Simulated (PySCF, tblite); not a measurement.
**C₃H₁₀OSi₃: geometry, infrared bands and NMR shifts**

Aim: predict the infrared bands and NMR shifts of C₃H₁₀OSi₃ (`C=C1C[SiH2]O[SiH2][SiH2]1`).

Programs: tblite 0.8.0 and PySCF 2.14.0, with density-fitted response routines of our own. Each step states its level of theory. These are calculated values for one molecule in the gas phase, unless marked as measured. Atoms are numbered from 0 throughout.

**1. The starting structure**

17 atoms, charge 0, multiplicity 1; geometry from: force field or distance geometry start.

Bonds of the start (Å): C0–C1 1.35, C1–C2 1.52, C2–Si3 1.91, Si3–O4 1.66, O4–Si5 1.67, Si5–Si6 2.37, Si6–C1 1.90, C0–H7 1.09, C0–H8 1.09, C2–H9 1.11, C2–H10 1.10, Si3–H11 1.50, Si3–H12 1.48, Si5–H13 1.49, Si5–H14 1.49, Si6–H15 1.48, Si6–H16 1.49.

**2. Relaxing the molecule with GFN2-xTB**

What the job is given:

```
{"job": {"kind": "relax", "xc": "GFN2-xTB", "basis": "xTB"}, "charge": 0, "multiplicity": 1}
C     -0.570200     0.224300     2.367900
C     -0.518700     0.350800     1.020200
C     -1.369100    -0.506500     0.101100
Si    -0.464100    -1.678200    -1.103500
O      0.734000    -0.853000    -1.913300
Si     1.733900     0.427100    -1.515500
Si     0.630500     1.631000     0.203700
H      0.026100     0.843300     3.044400
H     -1.238500    -0.494500     2.842900
H     -2.013000     0.160100    -0.503000
H     -2.071300    -1.124300     0.682600
H      0.168000    -2.782500    -0.318000
H     -1.426100    -2.260600    -2.059600
H      3.029900    -0.113800    -1.005200
H      1.971800     1.299100    -2.697800
H     -0.221100     2.703900    -0.360500
H      1.590900     2.185900     1.203500
```

On the command line:

```bash
OMP_NUM_THREADS=1 python probes_run.py task.json out
```

This one command runs all jobs of the session in turn.

**Question.** This job is followed by: GFN2-xTB harmonic vibrations, gas phase; GIAO PBE0/pcSseg-1 NMR shielding, non-relativistic, gas phase. Predict these results of the whole session: strongest single infrared mode (GFN2-xTB); zero-point energy (GFN2-xTB); 13C shifts against TMS (PBE0/pcSseg-1); 1H shifts against TMS (PBE0/pcSseg-1, means over atoms taken as alike); 29Si shifts against TMS (PBE0/pcSseg-1); 17O shifts against H2O (PBE0/pcSseg-1).

The runs gave:

| quantity | value |
| --- | --- |
| strongest single infrared mode (GFN2-xTB) | 2195 cm⁻¹, 633 km/mol |
| zero-point energy (GFN2-xTB) | 70.8 kcal/mol |
| 13C shifts against TMS (PBE0/pcSseg-1) | 147.2, 134.4, 32.1 ppm |
| 1H shifts against TMS (PBE0/pcSseg-1, means over atoms taken as alike) | 6.08, 5.89, 5.69, 5.11, 4.29, 1.99 ppm |
| 29Si shifts against TMS (PBE0/pcSseg-1) | -17.0, -23.6, -75.2 ppm |
| 17O shifts against H2O (PBE0/pcSseg-1) | 5.9 ppm |

What this shows: Relaxing lowered the energy by 0.302 eV in 54 steps; the close pair that moved most is Si5–Si6, from 2.371 to 2.311 Å. All 45 modes are real, so the xTB geometry is a minimum. The strongest single mode, at 2195 cm⁻¹, moves mainly H16 and H14. Unscaled tight-binding wavenumbers are off by several per cent, some by more. Its intensities can rank the bands wrongly. C1 (fully substituted alkene carbon) lies farthest downfield among carbon, at 147.2 ppm; an sp2 carbon of a C=C bond. At PBE0/pcSseg-1: Shielding is most anisotropic at C1 (span 251 ppm, paramagnetic term -225 ppm).
